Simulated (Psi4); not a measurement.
**ZrNH2Cl3 (SMILES [NH2][Zr]([Cl])([Cl])[Cl]): a chain of runs**

We compute the energy (r2SCAN-D4/def2-TZVPP), then a single-point energy (wB97M-V/def2-TZVPP) of ZrNH2Cl3. Input form: a Python script.

The calculation is run with Psi4 1.11.

## (1) The system as given

ZrNH2Cl3 has 7 atoms, charge 0, and is taken as a singlet. SMILES: `[NH2][Zr]([Cl])([Cl])[Cl]`.

Bond lengths: N1–Zr2 1.992 Å, Zr2–Cl3 2.336 Å, Zr2–Cl4 2.337 Å, Zr2–Cl5 2.342 Å, N1–H6 1.012 Å, N1–H7 1.012 Å. Angles: N1–Zr2–Cl3 107.3°, N1–Zr2–Cl4 107.3°, N1–Zr2–Cl5 108.6°, Cl3–Zr2–Cl4 115.3°, Cl3–Zr2–Cl5 109.1°, Cl4–Zr2–Cl5 109.1°, Zr2–N1–H6 125.2°, Zr2–N1–H7 125.3°, H6–N1–H7 109.5°.

## (2) A single-point energy at r2SCAN-D4/def2-TZVPP (density fitting, core potential) (run 5)

File cl3h2nzr.xyz:

```xyz
7
Cl3H2NZr
N     -0.499310     0.747360     0.854920
Zr     0.306120    -0.450610    -0.517030
Cl     1.951710    -1.720370     0.549990
Cl    -1.436190    -1.677540    -1.475800
Cl     1.309710     0.871340    -2.169090
H     -1.437950     1.124280     0.822120
H     -0.024800     1.094180     1.678760
```

File run.py:

```python
import psi4

psi4.set_memory('3300 MB')
psi4.set_num_threads(2)
psi4.set_output_file('cl3h2nzr.out', False)

with open('cl3h2nzr.xyz') as f:
    atoms = ''.join(f.readlines()[2:])
mol = psi4.geometry('0 1\n' + atoms + 'symmetry c1')

psi4.set_options({
    'basis': 'def2-TZVPP',
    'scf_type': 'df',
    'dft_radial_points': 99,
    'dft_spherical_points': 590,
})

e = psi4.energy('r2scan-d4', molecule=mol)
print(f'total energy {e:.8f} hartree = {e * 27.211386:.5f} eV')
for k, v in sorted(psi4.core.scalar_variables().items()):
    print(f'{k:45s} {v:18.10f}')
```

Run with:

```sh
$ python run.py
```

cl3h2nzr.out:

```text
[...]
    !!!  WARNING: ECP capability is in beta. Please check occupations closely.  !!!
[...]
  Running in c1 symmetry.
[...]
  Nuclear repulsion =  359.541487124145192
[...]
  Multiplicity = 1
[...]
  Nalpha       = 36
  Nbeta        = 36
[...]
    Number of basis functions: 241
[...]
   @DF-RKS iter   1: -1483.42196321473534   -5.37086e-02   4.60847e-03 DIIS/ADIIS
[...]
   @DF-RKS iter  11: -1483.88542124491778   -3.15474e-08   2.32093e-07 DIIS
[...]
    Orbital Energies [Eh]
    ---------------------
    Doubly Occupied:
       1A   -101.187203     2A   -101.186996     3A   -101.178435
       4A    -14.171087     5A     -9.365367     6A     -9.365157
       7A     -9.356554     8A     -7.104127     9A     -7.103920
      10A     -7.102905    11A     -7.102846    12A     -7.102694
      13A     -7.102635    14A     -7.095432    15A     -7.094222
      16A     -7.093791    17A     -2.124527    18A     -1.275118
      19A     -1.272478    20A     -1.270576    21A     -0.819105
      22A     -0.775189    23A     -0.769042    24A     -0.762522
      25A     -0.481872    26A     -0.384764    27A     -0.361514
      28A     -0.352409    29A     -0.349172    30A     -0.332909
      31A     -0.331629    32A     -0.320327    33A     -0.315287
      34A     -0.312832    35A     -0.302941    36A     -0.269733
[...]
  @DF-RKS Final Energy: -1483.88542124491778
   => Energetics <=
    Nuclear Repulsion Energy =            359.5414871241451920
    One-Electron Energy =               -2778.6013958426856334
    Two-Electron Energy =                1033.5458163872854129
    DFT Exchange-Correlation Energy =     -98.3692248250744967
    Empirical Dispersion Energy =          -0.0021040885882085
    VV10 Nonlocal Energy =                  0.0000000000000000
    Total Energy =                      -1483.8854212449177794
[...]
 Multipole Moments:
 ------------------------------------------------------------------------------------
     Multipole            Electronic (a.u.)      Nuclear  (a.u.)        Total (a.u.)
 ------------------------------------------------------------------------------------
 L = 1.  Multiply by 2.5417464519 to convert [e a0] to [Debye]
 Dipole X            :         -3.2138559            2.7206330           -0.4932229
 Dipole Y            :          2.9155900           -2.3410462            0.5745437
 Dipole Z            :          5.4664800           -4.6248069            0.8416731
 Magnitude           :                                                    1.1321585
[...]
```

On the terminal:

```text
total energy -1483.88542124 hartree = -40378.57898 eV
CURRENT ENERGY                                  -1483.8854212449
CURRENT REFERENCE ENERGY                        -1483.8854212449
DD SOLVATION ENERGY                                 0.0000000000
DFT FUNCTIONAL TOTAL ENERGY                     -1483.8833171563
DFT TOTAL ENERGY                                -1483.8854212449
DFT VV10 ENERGY                                     0.0000000000
DFT XC ENERGY                                     -98.3692248251
DISPERSION CORRECTION ENERGY                       -0.0021040886
GRID ELECTRONS ALPHA                               36.0000013177
GRID ELECTRONS BETA                                36.0000013177
GRID ELECTRONS TOTAL                               72.0000026354
NUCLEAR REPULSION ENERGY                          359.5414871241
ONE-ELECTRON ENERGY                             -2778.6013958427
PCM POLARIZATION ENERGY                             0.0000000000
PE ENERGY                                           0.0000000000
R2SCAN-D4(BJ,EEQ)ATM DISPERSION CORRECTION ENERGY      -0.0021040886
SCF ITERATION ENERGY                            -1483.8854212449
SCF ITERATIONS                                     11.0000000000
SCF TOTAL ENERGY                                -1483.8854212449
TWO-ELECTRON ENERGY                              1033.5458163873
XC GRID RADIAL POINTS                              99.0000000000
XC GRID SPHERICAL POINTS                          590.0000000000
XC GRID TOTAL POINTS                           390284.0000000000
```

It took 76 s on 2 threads of Intel Xeon Platinum 8259CL at 2.50GHz (Skylake/Cascade Lake), shared host; peak memory 2 GiB.

## (3) The energy at wB97M-V/def2-TZVPP (density fitting, core potential) (run 8)

cl3h2nzr.xyz is that of step 2.

File calc.py:

```python
import psi4

psi4.set_memory('3300 MB')
psi4.set_num_threads(2)
psi4.core.set_output_file('output.dat', False)

with open('cl3h2nzr.xyz') as f:
    atoms = ''.join(f.readlines()[2:])
geom = psi4.geometry('0 1\n' + atoms + 'symmetry c1')

options = {'scf_type': 'df', 'dft_radial_points': 99, 'dft_spherical_points': 590, 'dft_vv10_postscf': True}
psi4.set_options(options)

result, w = psi4.energy('wb97m-v/def2-TZVPP', molecule=geom, return_wfn=True)
print('E =', round(result, 9))
for k, v in sorted(psi4.core.scalar_variables().items()):
    print(f'{k:45s} {v:18.10f}')
```

Run with:

```sh
$ python calc.py
```

output.dat:

```text
[...]
    !!!  WARNING: ECP capability is in beta. Please check occupations closely.  !!!
[...]
  Running in c1 symmetry.
[...]
  Nuclear repulsion =  359.541487124145192
[...]
  Multiplicity = 1
[...]
  Nalpha       = 36
  Nbeta        = 36
[...]
    Number of basis functions: 241
[...]
   @DF-RKS iter   1: -1483.74082288384216   -3.50837e-01   3.83929e-03 ADIIS/DIIS
[...]
   @DF-RKS iter   9: -1484.08889526390408   -2.05708e-07   5.14080e-07 DIIS
[...]
    Orbital Energies [Eh]
    ---------------------
    Doubly Occupied:
       1A   -101.871398     2A   -101.871193     3A   -101.862679
       4A    -14.514159     5A     -9.645713     6A     -9.645505
       7A     -9.636963     8A     -7.345553     9A     -7.345348
      10A     -7.344383    11A     -7.344309    12A     -7.344174
      13A     -7.344100    14A     -7.336915    15A     -7.335712
      16A     -7.335379    17A     -2.322533    18A     -1.452375
      19A     -1.450531    20A     -1.448282    21A     -0.975869
      22A     -0.936918    23A     -0.929485    24A     -0.923258
      25A     -0.619754    26A     -0.521617    27A     -0.488225
      28A     -0.478117    29A     -0.475162    30A     -0.462533
      31A     -0.459692    32A     -0.447200    33A     -0.439897
      34A     -0.438696    35A     -0.423475    36A     -0.395394
[...]
  @DF-RKS Final Energy: -1483.80124174372440
   => Energetics <=
    Nuclear Repulsion Energy =            359.5414871241451920
    One-Electron Energy =               -2778.1373322429999462
    Two-Electron Energy =                1009.0300650310965693
    DFT Exchange-Correlation Energy =     -74.5230715581059542
    Empirical Dispersion Energy =           0.0000000000000000
    VV10 Nonlocal Energy =                  0.2876099021398320
    Total Energy =                      -1483.8012417437246313
[...]
 Multipole Moments:
 ------------------------------------------------------------------------------------
     Multipole            Electronic (a.u.)      Nuclear  (a.u.)        Total (a.u.)
 ------------------------------------------------------------------------------------
 L = 1.  Multiply by 2.5417464519 to convert [e a0] to [Debye]
 Dipole X            :         -3.2068756            2.7206330           -0.4862426
 Dipole Y            :          2.9051010           -2.3410462            0.5640547
 Dipole Z            :          5.4545009           -4.6248069            0.8296940
 Magnitude           :                                                    1.1148909
[...]
```

Standard output:

```text
E = -1483.801241744
CURRENT ENERGY                                  -1483.8012417437
CURRENT REFERENCE ENERGY                        -1483.8012417437
DD SOLVATION ENERGY                                 0.0000000000
DFT FUNCTIONAL TOTAL ENERGY                     -1483.8012417437
DFT TOTAL ENERGY                                -1483.8012417437
DFT VV10 ENERGY                                     0.2876099021
DFT XC ENERGY                                     -74.5230715581
GRID ELECTRONS ALPHA                               36.0000013043
GRID ELECTRONS BETA                                36.0000013043
GRID ELECTRONS TOTAL                               72.0000026087
NUCLEAR REPULSION ENERGY                          359.5414871241
ONE-ELECTRON ENERGY                             -2778.1373322430
PCM POLARIZATION ENERGY                             0.0000000000
PE ENERGY                                           0.0000000000
SCF ITERATION ENERGY                            -1484.0888952639
SCF ITERATIONS                                      9.0000000000
SCF TOTAL ENERGY                                -1483.8012417437
TWO-ELECTRON ENERGY                              1009.0300650311
XC GRID RADIAL POINTS                              99.0000000000
XC GRID SPHERICAL POINTS                          590.0000000000
XC GRID TOTAL POINTS                           390284.0000000000
```

Run time: 76 s. Hardware: 2 threads of Intel Xeon Platinum 8259CL at 2.50GHz (Skylake/Cascade Lake), shared host; peak memory 2.6 GiB.

## (4) Outcome

| quantity | value |
| --- | --- |
| run 5, r2SCAN-D4/def2-TZVPP: total energy | -1483.88542 Eh |
| run 5, r2SCAN-D4/def2-TZVPP: dipole moment | 2.88 D |
| run 5, r2SCAN-D4/def2-TZVPP: HOMO energy | -7.34 eV |
| run 5, r2SCAN-D4/def2-TZVPP: LUMO energy | -2.83 eV |
| run 5, r2SCAN-D4/def2-TZVPP: HOMO–LUMO gap | 4.51 eV |
| run 5, r2SCAN-D4/def2-TZVPP: dispersion energy | -5.52 kJ/mol |
| run 8, wB97M-V/def2-TZVPP: total energy | -1483.80124 Eh |
| run 8, wB97M-V/def2-TZVPP: dipole moment | 2.83 D |
| run 8, wB97M-V/def2-TZVPP: HOMO energy | -10.76 eV |
| run 8, wB97M-V/def2-TZVPP: LUMO energy | -0.07 eV |
| run 8, wB97M-V/def2-TZVPP: HOMO–LUMO gap | 10.69 eV |
